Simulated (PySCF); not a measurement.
# C3H7BFN: the cost of one run

Computed with PySCF 2.14.0, with density-fitted response routines of our own, on a single molecule in the gas phase. Atoms are numbered from 0 throughout.

**1. The starting structure**

13 atoms, charge 0, multiplicity 1; geometry from: GFN2-xTB.

Bonds of the start (Å): N0–B1 1.39, B1–F2 1.34, B1–C3 1.57, C3–C4 1.51, C4–C5 1.49, C5–C3 1.51, N0–H6 1.00, N0–H7 1.01, C3–H8 1.08, C4–H9 1.08, C4–H10 1.08, C5–H11 1.08, C5–H12 1.08.

**2. TDDFT and polarisability: CAM-B3LYP/def2-SVPD**

The job: settings as JSON, then the geometry in Å.

```
{"job": {"kind": "uv", "xc": "CAM-B3LYP", "basis": "def2-SVPD", "nstates": 8, "ntriplets": 3}, "charge": 0, "multiplicity": 1}
N      1.955741    -0.078054     0.201567
B      1.050784     0.100055    -0.835777
F      1.571532     0.270028    -2.063273
C     -0.505169     0.111458    -0.666068
C     -1.194563    -0.774822     0.347193
C     -1.160861     0.695695     0.565121
H      1.693670    -0.212473     1.160500
H      2.949480    -0.081354     0.050363
H     -1.062120     0.260310    -1.584686
H     -2.129739    -1.232564     0.062478
H     -0.578807    -1.404413     0.971777
H     -2.072864     1.257477     0.432003
H     -0.521474     1.089146     1.341074
```

Method: TDDFT CAM-B3LYP/def2-SVPD, vertical, gas phase, core orbitals frozen in the response.

The run is started by

```console
OMP_NUM_THREADS=1 python probes_run.py task.json out
```

The driver reads the jobs from task.json and runs them one after another.

Q: Estimate the wall time and peak memory of this first job on 1 thread of Arm Neoverse N1, shared host.

About 56 s, with a peak of 0.76 GiB.
